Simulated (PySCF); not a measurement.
# AsH3: the cost of one run

Computed with PySCF 2.14.0 (relaxation, pbe0, def2-tzvpp, and further levels as typed in the inputs, unless a step's input says otherwise).

**1. The structure to begin with**

Bond lengths: As1–H2 1.512 Å, As1–H3 1.512 Å, As1–H4 1.512 Å. Angles: H2–As1–H3 91.5°, H2–As1–H4 91.5°, H3–As1–H4 91.5°.

Structure file:

```xyz
4

As    0.0000    0.0000    0.1000
H     1.2500    0.0000   -0.7500
H    -0.6250    1.0825   -0.7500
H    -0.6250   -1.0825   -0.7500
```

**2. Relaxation: AsH3**

Contents of run.py:

```python
from pyscf import gto, dft
from pyscf.geomopt.geometric_solver import optimize
mol = gto.M(atom="mol.xyz", basis="def2-tzvpp", verbose=4)
mf = dft.RKS(mol, xc="pbe0").density_fit().run(conv_tol=1e-9)
m = optimize(mf, maxsteps=60)
print("optimised structure (A):")
for k in range(m.natm): print(m.atom_symbol(k), *(f"{x:.8f}" for x in m.atom_coords(unit="A")[k]))
```

The run is started by

```bash
> python run.py
```

**Question.** How long does this run take on 4 threads of AMD EPYC 9R14 (Zen 4), shared host?

About 6.1 s.
